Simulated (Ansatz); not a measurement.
# C₄H₈Ge: a ladder of functionals and wavefunction methods

An exercise on one series of results from a longer session: the logs are not shown, and one member is left open.

The runs use Ansatz 0.2.0, Gaussian basis; functionals in def2-TZVPP, the program's frozen cores in correlated methods.

Plan: PBE-D4, r2SCAN-D4, PBE0-D4, B3LYP-D4, ωB97X-V, ωB97M-V, B2PLYP; CCSD(T)/def2-TZVPP; MP2/def2-QZVPP; extrapolation to the limit.

### Structure used throughout

All runs share one geometry, relaxed beforehand with PBE0-D4 in a triple-zeta def2 set.

13 atoms, charge 0, spin multiplicity 1.

Atoms are counted from 1 here; the program's logs count them from 0.

Bond lengths: C1–C2 1.206 Å, C1–H6 1.066 Å, C2–Ge3 1.912 Å, Ge3–C4 1.949 Å, Ge3–C5 1.949 Å, Ge3–H7 1.541 Å, C4–H8 1.090 Å, C4–H9 1.091 Å, C4–H10 1.091 Å, C5–H11 1.091 Å, C5–H12 1.090 Å, C5–H13 1.091 Å. Angles: C2–C1–H6 179.8°, C1–C2–Ge3 178.9°, C2–Ge3–C4 108.3°, C2–Ge3–C5 108.3°, C2–Ge3–H7 107.1°, C4–Ge3–C5 111.8°, C4–Ge3–H7 110.6°, C5–Ge3–H7 110.6°, Ge3–C4–H8 110.4°, Ge3–C4–H9 110.2°, Ge3–C4–H10 109.9°, H8–C4–H9 108.8°, H8–C4–H10 108.7°, H9–C4–H10 108.8°, Ge3–C5–H11 109.9°, Ge3–C5–H12 110.4°, Ge3–C5–H13 110.2°, H11–C5–H12 108.7° and more.

Set-up of the first run:

File in.yaml:

```yaml
crystal:
  periodic: [false, false, false]
  atoms:
    - {symbol: C, position_ang: [-2.164827, 1.947508, 0.146890]}
    - {symbol: C, position_ang: [-1.169856, 1.296713, -0.056608]}
    - {symbol: Ge, position_ang: [0.394485, 0.239614, -0.357149]}
    - {symbol: C, position_ang: [1.281566, -0.039207, 1.355875]}
    - {symbol: C, position_ang: [-0.153589, -1.445245, -1.169532]}
    - {symbol: H, position_ang: [-3.042518, 2.525594, 0.324124]}
    - {symbol: H, position_ang: [1.301578, 1.035154, -1.315580]}
    - {symbol: H, position_ang: [1.550252, 0.917480, 1.804394]}
    - {symbol: H, position_ang: [2.188391, -0.630413, 1.218682]}
    - {symbol: H, position_ang: [0.615267, -0.569615, 2.037485]}
    - {symbol: H, position_ang: [-0.824737, -1.981171, -0.497055]}
    - {symbol: H, position_ang: [-0.674619, -1.261719, -2.109457]}
    - {symbol: H, position_ang: [0.719204, -2.069593, -1.367269]}
basis:
  gaussian: {orbitals: def2-TZVPP}
hamiltonian: {xc: pbe, dispersion: d4}
output: {forces: true, orbitals: {seedname: orbitals}}
```

Started as:

```bash
$ ansatz run in.yaml --threads 2 --pin off --events-out ev --progress --plain --max-ram 32768MiB --backend cuda --devices 0, --max-vram 18GiB
```

Among the steps run: PBE-D4 (GGA); r2SCAN-D4 (meta-GGA); PBE0-D4 (hybrid); B3LYP-D4 (hybrid); ωB97X-V (range-separated); ωB97M-V (range-separated); B2PLYP (double hybrid); CCSD(T) in def2-TZVPP; MP2 in def2-QZVPP.

One of the session's tables, all rows but one given; the rest of the session is left out.

| method | atomisation energy (kJ/mol) |
| --- | --- |
| PBE-D4 | ? |
| r2SCAN-D4 | 5011.4 |
| PBE0-D4 | 5016.2 |
| B3LYP-D4 | 4993.8 |
| ωB97X-V | 5004.4 |
| ωB97M-V | 5001.6 |
| B2PLYP | 4962.3 |
| HF/def2-TZVPP | 3735.6 |
| MP2/def2-TZVPP | 4976.6 |
| CCSD/def2-TZVPP | 4843.3 |
| CCSD(T)/def2-TZVPP | 4915.0 |
| MP2/CBS | 5072.8 |
| CCSD(T)/CBS | 5011.2 |

**Question.** Estimate the row for PBE-D4.

**Answer.** atomisation energy (kJ/mol): 5081.3. In the column «atomisation energy (kJ/mol)» it is the highest.

To keep in mind: Free atoms (4 C, 1 Ge, 8 H) were run apart at each level; the atomisation energy is their sum less the molecule, without zero-point or spin-orbit terms.
